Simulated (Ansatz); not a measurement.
# C2H6Co (CoMe2): the cost of one run

Computed with Ansatz 0.2.0, Gaussian basis. Level: the settings change from run to run.

## 1. The relaxed structure

An earlier PBE0-D4 in a triple-zeta def2 set relaxation fixed the geometry.

9 atoms, charge 0, spin multiplicity 4.

Atoms are counted from 1 here; the program's logs count them from 0.

Bond lengths: Co1–C2 1.981 Å, Co1–C6 1.981 Å, C2–H3 1.095 Å, C2–H4 1.097 Å, C2–H5 1.095 Å, C6–H7 1.096 Å, C6–H8 1.097 Å, C6–H9 1.095 Å. Angles: C2–Co1–C6 146.1°, Co1–C2–H3 111.2°, Co1–C2–H4 111.5°, Co1–C2–H5 111.1°, H3–C2–H4 107.4°, H3–C2–H5 108.0°, H4–C2–H5 107.5°, Co1–C6–H7 111.1°, Co1–C6–H8 111.5°, Co1–C6–H9 111.3°, H7–C6–H8 107.4°, H7–C6–H9 108.0°, H8–C6–H9 107.4°.

Geometry (Å):

```xyz
9
C2H6Co
Co    0.49882   -0.31570   -0.00392
C     0.03508    0.00898    1.89465
H    -0.00085    1.08130    2.11516
H     0.77240   -0.44131    2.57091
H    -0.94210   -0.42009    2.14131
C    -0.01421   -0.02112   -1.89436
H    -1.00443   -0.44047   -2.10365
H     0.69578   -0.49798   -2.58196
H    -0.04049    1.04639   -2.13815
```

## 2. r2SCAN50/aug-cc-pVDZ

Options: charge -1, multiplicity 1, finite nuclei.

in.yaml reads:

```yaml
crystal:
  periodic: [false, false, false]
  atoms:
    - {symbol: Co, position_ang: [0.498819, -0.315704, -0.003920]}
    - {symbol: C, position_ang: [0.035075, 0.008982, 1.894651]}
    - {symbol: H, position_ang: [-0.000850, 1.081300, 2.115163]}
    - {symbol: H, position_ang: [0.772404, -0.441310, 2.570915]}
    - {symbol: H, position_ang: [-0.942103, -0.420089, 2.141314]}
    - {symbol: C, position_ang: [-0.014209, -0.021119, -1.894361]}
    - {symbol: H, position_ang: [-1.004426, -0.440469, -2.103653]}
    - {symbol: H, position_ang: [0.695780, -0.497980, -2.581956]}
    - {symbol: H, position_ang: [-0.040490, 1.046390, -2.138153]}
basis:
  gaussian: {orbitals: aug-cc-pVDZ, nuclear_model: gaussian}
total_charge: -1
hamiltonian: {xc: {name: r2SCAN50}}
scf: {omitted_lower_state_checks: [starts]}
```

Run with:

```sh
ansatz run in.yaml --threads 4 --pin off --events-out ev --progress --plain --max-ram 3916MiB
```

Q: Estimate wall time and peak memory on 4 threads of Arm Neoverse V2, shared host.

About 48 s, with a peak of 0.59 GiB.
